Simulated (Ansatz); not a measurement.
# Se20S12Pb32: the cost of one run

Program: Ansatz 0.2.0, PAW, plane waves. These are calculated values, not measurements.

**1. The starting cell**

64 atoms (20 Se, 12 S, 32 Pb); a = 12.048 Å, b = 12.048 Å, c = 12.048 Å, α = 90.00°, β = 90.00°, γ = 90.00°. All atoms were shaken off their sites by about 0.02 Å along each axis.

Steps to follow: (2) PBEsol cell relaxation at the single k point (¼, ¼, ¼), on 1 × NVIDIA H100 80GB HBM3 with 4 threads of AMD EPYC 7R13; (3) r²SCAN single point at the single k point (¼, ¼, ¼), on 1 × NVIDIA H100 80GB HBM3 with 4 threads of AMD EPYC 7R13.

**2. PBEsol relaxation of the cell and the positions**

Contents of in.yaml:

```yaml
crystal:
  lattice:
    - [12.048000, 0.000000, 0.000000]
    - [0.000000, 12.048000, 0.000000]
    - [0.000000, 0.000000, 12.048000]
  atoms:
    - { symbol: Se, position: [0.249458, 0.998364, 0.999550] }
    - { symbol: Se, position: [0.252912, 0.000077, 0.501526] }
    - { symbol: Se, position: [0.247108, 0.502616, 0.999618] }
    - { symbol: Se, position: [0.249505, 0.499126, 0.498517] }
    - { symbol: Se, position: [0.747493, 0.002912, 0.498948] }
    - { symbol: Se, position: [0.998679, 0.250731, 0.000096] }
    - { symbol: Se, position: [0.000464, 0.250278, 0.499672] }
    - { symbol: Se, position: [0.999655, 0.751414, 0.502412] }
    - { symbol: Se, position: [0.502347, 0.249824, 0.500093] }
    - { symbol: Se, position: [0.500902, 0.750102, 0.499353] }
    - { symbol: Se, position: [0.998530, 0.001338, 0.252630] }
    - { symbol: Se, position: [0.001561, 0.000354, 0.754109] }
    - { symbol: Se, position: [0.001372, 0.498274, 0.250115] }
    - { symbol: Se, position: [0.002951, 0.504128, 0.750716] }
    - { symbol: Se, position: [0.500163, 0.997921, 0.248565] }
    - { symbol: Se, position: [0.249155, 0.247707, 0.249568] }
    - { symbol: Se, position: [0.248585, 0.250723, 0.748344] }
    - { symbol: Se, position: [0.249551, 0.751533, 0.248795] }
    - { symbol: Se, position: [0.247852, 0.751294, 0.750709] }
    - { symbol: Se, position: [0.750161, 0.250932, 0.249272] }
    - { symbol: S, position: [0.749364, 0.000728, 0.999739] }
    - { symbol: S, position: [0.747612, 0.500601, 0.000387] }
    - { symbol: S, position: [0.748217, 0.498629, 0.498782] }
    - { symbol: S, position: [0.002202, 0.750328, 0.002804] }
    - { symbol: S, position: [0.502205, 0.251710, 0.001785] }
    - { symbol: S, position: [0.500331, 0.750529, 0.001656] }
    - { symbol: S, position: [0.498713, 0.001594, 0.750204] }
    - { symbol: S, position: [0.500037, 0.500323, 0.250590] }
    - { symbol: S, position: [0.497546, 0.500550, 0.749084] }
    - { symbol: S, position: [0.747838, 0.248368, 0.748673] }
    - { symbol: S, position: [0.749328, 0.749569, 0.248863] }
    - { symbol: S, position: [0.750280, 0.752582, 0.749572] }
    - { symbol: Pb, position: [0.999517, 0.998032, 0.999009] }
    - { symbol: Pb, position: [0.000457, 0.001377, 0.498482] }
    - { symbol: Pb, position: [0.003016, 0.498322, 0.000770] }
    - { symbol: Pb, position: [0.003266, 0.500740, 0.499361] }
    - { symbol: Pb, position: [0.501805, 0.002061, 0.999269] }
    - { symbol: Pb, position: [0.499882, 0.997460, 0.497309] }
    - { symbol: Pb, position: [0.500809, 0.498906, 0.999121] }
    - { symbol: Pb, position: [0.503546, 0.499687, 0.502959] }
    - { symbol: Pb, position: [0.245996, 0.247811, 0.999300] }
    - { symbol: Pb, position: [0.249373, 0.248039, 0.500516] }
    - { symbol: Pb, position: [0.250224, 0.750725, 0.995885] }
    - { symbol: Pb, position: [0.249308, 0.748546, 0.501398] }
    - { symbol: Pb, position: [0.753089, 0.250053, 0.998753] }
    - { symbol: Pb, position: [0.749030, 0.250997, 0.501305] }
    - { symbol: Pb, position: [0.750307, 0.752223, 0.998902] }
    - { symbol: Pb, position: [0.753303, 0.748630, 0.499863] }
    - { symbol: Pb, position: [0.248181, 0.998096, 0.247594] }
    - { symbol: Pb, position: [0.250730, 0.999383, 0.748367] }
    - { symbol: Pb, position: [0.248786, 0.499773, 0.250047] }
    - { symbol: Pb, position: [0.247241, 0.500726, 0.753279] }
    - { symbol: Pb, position: [0.750682, 0.002854, 0.246810] }
    - { symbol: Pb, position: [0.749886, 0.000797, 0.750366] }
    - { symbol: Pb, position: [0.751920, 0.499941, 0.248434] }
    - { symbol: Pb, position: [0.751742, 0.498787, 0.752457] }
    - { symbol: Pb, position: [0.000409, 0.249129, 0.248904] }
    - { symbol: Pb, position: [0.998443, 0.246184, 0.749576] }
    - { symbol: Pb, position: [0.998366, 0.748578, 0.249972] }
    - { symbol: Pb, position: [0.998526, 0.750781, 0.747983] }
    - { symbol: Pb, position: [0.498472, 0.249950, 0.253362] }
    - { symbol: Pb, position: [0.499619, 0.249375, 0.749167] }
    - { symbol: Pb, position: [0.501183, 0.748168, 0.248378] }
    - { symbol: Pb, position: [0.497914, 0.749529, 0.749634] }
  symmetry: { detect: false }
kpoints:
  mp_grid: { grid: [1, 1, 1], shift: [0.25, 0.25, 0.25] }
hamiltonian:
  xc: pbesol
scf:
  occupations: { method: fermi_dirac, width: 0.01 }
relax:
  f_tol: 0.03
  max_steps: 80
  escape_saddle: false
  adjacent_minimum: "off"
  cell: { fix: [shape] }
output:
  forces: true
  eigenvalues: true
  populations: true
```

Launch:

```sh
ansatz run in.yaml --threads 4 --pin off --max-ram 42750MiB --runs-dir r --events-out ev --progress --plain --backend cuda --devices 0, --max-vram 37GiB
```

**Question.** How long does this run take on 1 × NVIDIA H100 80GB HBM3 with 4 threads of AMD EPYC 7R13, shared host, and how much memory does it need?

About 8.5 s, with a peak of 1.7 GiB on the host.
